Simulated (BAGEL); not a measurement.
# B3LYP/6-31G(d) (density fitting with qzvpp-jkfit, spherical functions) run of CH6O2Si (SMILES C[SiH](O)O)

What is the energy change on altering one bond length of CH6O2Si at B3LYP/6-31G* (density fitting with qzvpp-jkfit, spherical functions)? 

The results are computed with BAGEL 1.2.2.

2 further runs of the same task are left out: 1 that didn't finish, 1 set aside as unsound or not needed. Runs told in other sessions of the task aren't counted.

## 1. Starting point

CH6O2Si has 10 atoms, charge 0, and is taken as a singlet. As SMILES, `C[SiH](O)O`. The coordinates come from a PBE0-D4/def2-TZVP relaxation. This is one conformer, not always the lowest.

Bond lengths: C1–Si2 1.852 Å, Si2–O3 1.647 Å, Si2–O4 1.646 Å, C1–H5 1.093 Å, C1–H6 1.093 Å, C1–H7 1.092 Å, Si2–H8 1.484 Å, O3–H9 0.958 Å, O4–H10 0.958 Å. Some angles: C1–Si2–O3 105.2°, C1–Si2–O4 112.8°, O3–Si2–O4 112.2°, C1–Si2–H8 113.0°, O3–Si2–H8 110.8°, O4–Si2–H8 103.1°, Si2–C1–H5 111.0°, Si2–C1–H6 110.6°, Si2–C1–H7 110.8°, Si2–O3–H9 117.2°.

## 2. A single-point energy at B3LYP/6-31G(d) (density fitting with qzvpp-jkfit, spherical functions)

The input, dft.json:

```json
{ "bagel": [

{
  "title": "molecule",
  "basis": "6-31gs.json",
  "df_basis": "qzvpp-jkfit",
  "angstrom": true,
  "geometry": [
    { "atom": "C", "xyz": [      -1.293000,       0.347800,      -0.146400 ] },
    { "atom": "Si", "xyz": [       0.517500,       0.180000,       0.206800 ] },
    { "atom": "O", "xyz": [       0.650400,      -1.156000,       1.160800 ] },
    { "atom": "O", "xyz": [       1.425000,       0.058500,      -1.161600 ] },
    { "atom": "H", "xyz": [      -1.681100,      -0.549800,      -0.635600 ] },
    { "atom": "H", "xyz": [      -1.853400,       0.489100,       0.780800 ] },
    { "atom": "H", "xyz": [      -1.484400,       1.203800,      -0.797400 ] },
    { "atom": "H", "xyz": [       1.088600,       1.369900,       0.884700 ] },
    { "atom": "H", "xyz": [       1.521500,      -1.366900,       1.499800 ] },
    { "atom": "H", "xyz": [       1.192100,      -0.627600,      -1.788900 ] }
  ]
},

{ "title": "ks", "xc_func": "b3lyp" },

{ "title": "print", "file": "orbitals.molden", "orbitals": true }

]}
```

The basis set 6-31G* is read from a file made from the Basis Set Exchange's data (not shown).

Started as:

```bash
$ BAGEL_NUM_THREADS=1 BAGEL dft.json > dft.out
```

Output:

```text
* using 1 threads per process

  ===============================================================
  ===============================================================

  *** Geometry ***

  { "atom" : "C", "xyz" : [     -2.443416,      0.657247,     -0.276656 ] },
  { "atom" : "Si", "xyz" : [      0.977933,      0.340151,      0.390795 ] },
  { "atom" : "O", "xyz" : [      1.229078,     -2.184523,      2.193594 ] },
  { "atom" : "O", "xyz" : [      2.692860,      0.110549,     -2.195106 ] },
  { "atom" : "H", "xyz" : [     -3.176819,     -1.038971,     -1.201110 ] },
  { "atom" : "H", "xyz" : [     -3.502418,      0.924265,      1.475498 ] },
  { "atom" : "H", "xyz" : [     -2.805109,      2.274852,     -1.506868 ] },
  { "atom" : "H", "xyz" : [      2.057156,      2.588736,      1.671841 ] },
  { "atom" : "H", "xyz" : [      2.875218,     -2.583067,      2.834211 ] },
  { "atom" : "H", "xyz" : [      2.252743,     -1.185992,     -3.380531 ] },

  Number of auxiliary basis functions:      465

  Since a DF basis is specified, we compute 2- and 3-index integrals:
    o Being stored without compression. Storage requirement is 0.019 GB

  Number of basis functions:       72
  Number of electrons      :       42

    * METHOD: MOLECULE                             0.18

  *** Kohn-Sham DFT ***

    * Removing 18724 points whose weight is below 1.00e-10
    * Grid points: 130336

  === Nuclear Repulsion ===
   183.9643717145

       - DIIS with orbital gradients will be used.

  === KS iteration (b3lyp / 6-31gs.json) ===
      0       -445.45131562          0.13600990           0.30
      1       -388.22885587          0.17366689           0.29
      2       -405.74585913          0.28277998           0.29
      3       -453.35479486          0.14127460           0.29
      4       -471.31044396          0.09620877           0.29
      5       -481.13178652          0.03818807           0.29
      6       -481.38446805          0.03079096           0.29
      7       -481.72488860          0.00673045           0.29
      8       -481.73983447          0.00253714           0.29
      9       -481.74170664          0.00141457           0.29
     10       -481.74238440          0.00029014           0.29
     11       -481.74241428          0.00005728           0.29
     12       -481.74241534          0.00002073           0.29
     13       -481.74241547          0.00000676           0.29
     14       -481.74241547          0.00000761           0.29
     15       -481.74241549          0.00000119           0.29
     16       -481.74241549          0.00000073           0.29
     17       -481.74241549          0.00000008           0.28
     18       -481.74241549          0.00000002           0.28
     19       -481.74241549          0.00000001           0.29
    * SCF iteration converged.

    * Permanent dipole moment:
           (    0.025333,     0.362399,     0.180478) a.u.

    * METHOD: KS                                   6.37

    * METHOD: PRINT                                0.01

  ===============================================================
```

It took 6.9 s on 1 thread of Arm Neoverse V2, shared host; peak memory 0.45 GiB.

## 3. The distorted shape at the same level

The input, input.json:

```json
{ "bagel" : [

{
  "title" : "molecule",
  "basis" : "6-31gs.json",
  "df_basis" : "qzvpp-jkfit",
  "angstrom" : true,
  "geometry" : [
    { "atom" : "C", "xyz" : [      -1.208918,       0.326600,      -0.285516 ] },
    { "atom" : "Si", "xyz" : [       0.601582,       0.158800,       0.067684 ] },
    { "atom" : "O", "xyz" : [       0.734482,      -1.177200,       1.021684 ] },
    { "atom" : "O", "xyz" : [       1.509082,       0.037300,      -1.300716 ] },
    { "atom" : "H", "xyz" : [      -1.597018,      -0.571000,      -0.774716 ] },
    { "atom" : "H", "xyz" : [      -1.853400,       0.489100,       0.780800 ] },
    { "atom" : "H", "xyz" : [      -1.400318,       1.182600,      -0.936516 ] },
    { "atom" : "H", "xyz" : [       1.172682,       1.348700,       0.745584 ] },
    { "atom" : "H", "xyz" : [       1.605582,      -1.388100,       1.360684 ] },
    { "atom" : "H", "xyz" : [       1.276182,      -0.648800,      -1.928016 ] }
  ]
},

{
  "title" : "ks",
  "xc_func" : "b3lyp"
},

{
  "title" : "print",
  "file" : "orbitals.molden",
  "orbitals" : true
}

]}
```

The basis set 6-31G* is read from a file made from the Basis Set Exchange's data (not shown).

Started as:

```bash
$ BAGEL_NUM_THREADS=1 BAGEL input.json > input.out
```

Output:

```text
* using 1 threads per process

  ===============================================================
  ===============================================================

  *** Geometry ***

  { "atom" : "C", "xyz" : [     -2.284524,      0.617185,     -0.539547 ] },
  { "atom" : "Si", "xyz" : [      1.136825,      0.300089,      0.127904 ] },
  { "atom" : "O", "xyz" : [      1.387970,     -2.224586,      1.930703 ] },
  { "atom" : "O", "xyz" : [      2.851752,      0.070487,     -2.457997 ] },
  { "atom" : "H", "xyz" : [     -3.017927,     -1.079034,     -1.464001 ] },
  { "atom" : "H", "xyz" : [     -3.502418,      0.924265,      1.475498 ] },
  { "atom" : "H", "xyz" : [     -2.646218,      2.234790,     -1.769759 ] },
  { "atom" : "H", "xyz" : [      2.216048,      2.548674,      1.408950 ] },
  { "atom" : "H", "xyz" : [      3.034110,     -2.623129,      2.571320 ] },
  { "atom" : "H", "xyz" : [      2.411634,     -1.226054,     -3.643422 ] },

  Number of auxiliary basis functions:      465

  Since a DF basis is specified, we compute 2- and 3-index integrals:
    o Being stored without compression. Storage requirement is 0.019 GB

  Number of basis functions:       72
  Number of electrons      :       42

    * METHOD: MOLECULE                             0.18

  *** Kohn-Sham DFT ***

    * Removing 18505 points whose weight is below 1.00e-10
    * Grid points: 130555

  === Nuclear Repulsion ===
   183.3222821954

       - DIIS with orbital gradients will be used.

  === KS iteration (b3lyp / 6-31gs.json) ===
      0       -445.63107862          0.13522814           0.30
      1       -389.14346660          0.17300458           0.29
      2       -442.62294792          0.15622033           0.29
      3       -469.08929968          0.09006932           0.29
      4       -478.37332294          0.06494316           0.29
      5       -481.01928223          0.04134514           0.29
      6       -481.60331691          0.01614057           0.29
      7       -481.67614395          0.01092959           0.29
      8       -481.71069280          0.00662024           0.29
      9       -481.72658704          0.00340611           0.29
     10       -481.73041973          0.00086882           0.29
     11       -481.73070420          0.00020010           0.29
     12       -481.73071784          0.00002437           0.29
     13       -481.73071798          0.00001530           0.29
     14       -481.73071805          0.00000595           0.29
     15       -481.73071806          0.00000198           0.29
     16       -481.73071807          0.00000026           0.29
     17       -481.73071807          0.00000026           0.30
     18       -481.73071807          0.00000003           0.29
     19       -481.73071807          0.00000001           0.29
    * SCF iteration converged.

    * Permanent dipole moment:
           (    0.001705,     0.368292,     0.217610) a.u.

    * METHOD: KS                                   6.42

    * METHOD: PRINT                                0.01

  ===============================================================
```

It took 6.9 s on 1 thread of Arm Neoverse V2, shared host; peak memory 0.45 GiB.

## 4. Summary of results

Level: B3LYP/6-31G* (density fitting with qzvpp-jkfit, spherical functions).

| quantity | value |
| --- | --- |
| first shape: total energy | -481.74242 Eh |
| first shape: dipole moment | 1.03 D |
| first shape: HOMO energy | -8.02 eV |
| first shape: LUMO energy | 1.33 eV |
| first shape: HOMO–LUMO gap | 9.36 eV |
| distorted shape: total energy | -481.73072 Eh |
| distorted shape: dipole moment | 1.09 D |
| distorted shape: HOMO energy | -8.03 eV |
| distorted shape: LUMO energy | 1.25 eV |
| distorted shape: HOMO–LUMO gap | 9.28 eV |
| energy change with the C1–H6 bond stretched from 1.093 to 1.257 Å | 0.318 eV |

In words: With the C1–H6 bond stretched from 1.093 to 1.257 Å the energy rises by 0.32 eV (30.7 kJ/mol). The first shape isn't relaxed at this level, so the change isn't measured from a minimum.
